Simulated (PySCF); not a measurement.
# B2H8Yb (Yb(BH4)2): the cost of one run

Program: PySCF 2.14.0. Level of theory: PBE0, Yb lcecp-0-SVP with ECP60, B def2-SVP, H def2-SVP; scalar-relativistic core potentials, no spin–orbit coupling. These are calculated values, not measurements.

1 further run of the same task is left out (for a known fault of the program).

## (1) The system as given

11 atoms, charge 0, spin multiplicity 1.

Bond lengths: Yb1–B2 2.565 Å, Yb1–H4 2.451 Å, Yb1–H5 2.451 Å, Yb1–H6 2.451 Å, Yb1–B7 2.565 Å, Yb1–H9 2.451 Å, Yb1–H10 2.451 Å, Yb1–H11 2.451 Å, B2–H3 1.200 Å, B2–H4 1.250 Å, B2–H5 1.250 Å, B2–H6 1.250 Å, B7–H8 1.200 Å, B7–H9 1.250 Å, B7–H10 1.250 Å, B7–H11 1.250 Å. Angles: B2–Yb1–H4 28.8°, B2–Yb1–H5 28.8°, B2–Yb1–H6 28.8°, B2–Yb1–B7 131.8°, B2–Yb1–H9 109.3°, B2–Yb1–H10 158.5°, B2–Yb1–H11 119.4°, H4–Yb1–H5 49.2°, H4–Yb1–H6 49.2°, H4–Yb1–B7 109.3°, H4–Yb1–H9 96.1°, H4–Yb1–H10 137.8°, H4–Yb1–H11 91.3°, H5–Yb1–H6 49.2°, H5–Yb1–B7 158.5°, H5–Yb1–H9 137.8°, H5–Yb1–H10 172.4°, H5–Yb1–H11 135.7° and more.

As a file:

| atom | x (Å) | y (Å) | z (Å) |
| --- | --- | --- | --- |
| Yb1 | 0.0000 | 0.0000 | 0.0000 |
| B2 | 2.3408 | 0.0000 | 1.0476 |
| H3 | 3.4361 | 0.0000 | 1.5377 |
| H4 | 1.6206 | -0.8335 | 1.6385 |
| H5 | 2.4262 | -0.3051 | -0.1616 |
| H6 | 1.8365 | 1.1386 | 1.1561 |
| B7 | -2.3408 | 0.0000 | 1.0476 |
| H8 | -3.4361 | 0.0000 | 1.5377 |
| H9 | -1.6206 | 0.8335 | 1.6385 |
| H10 | -2.4262 | 0.3051 | -0.1616 |
| H11 | -1.8365 | -1.1386 | 1.1561 |

Formal oxidation states: Yb +2. Each metal's 14 4f electrons lie in its core potential, so multiplicities, spins and levels count the valence alone.

## (2) SCF at the start, singlet

File run.py (the lines that set the calculation):

```python
mol = gto.M(atom='''
Yb     0.00000     0.00000     0.00000
B      2.34080     0.00000     1.04760
H      3.43610     0.00000     1.53770
H      1.62060    -0.83350     1.63850
H      2.42620    -0.30510    -0.16160
H      1.83650     1.13860     1.15610
B     -2.34080     0.00000     1.04760
H     -3.43610     0.00000     1.53770
H     -1.62060     0.83350     1.63850
H     -2.42620     0.30510    -0.16160
H     -1.83650    -1.13860     1.15610''',
    basis={'Yb': 'lcecp-0-SVP', 'B': 'def2-SVP', 'H': 'def2-SVP'},
    ecp={'Yb': 'lcecp-0-SVP'},
    charge=0, spin=0)
mf = dft.RKS(mol, xc='PBE0')
mf.grids.atom_grid = (50, 194)  # f atoms: unpruned, at least (60, 302)
mf = mf.density_fit()  # fitting sets: Yb AutoAux, B def2-universal-JKFIT, H def2-universal-JKFIT
mf.conv_tol = 1e-08; mf.max_cycle = 55
mf.kernel(dm0)  # dm0: free metal ions and neutral atoms
```

Command:

```sh
$ OMP_NUM_THREADS=2 python run.py
```

**Question.** How long does this run take on 2 threads of Arm Neoverse V1, shared host, and how much memory does it need?

About 2.7 s, with a peak of 0.65 GiB.
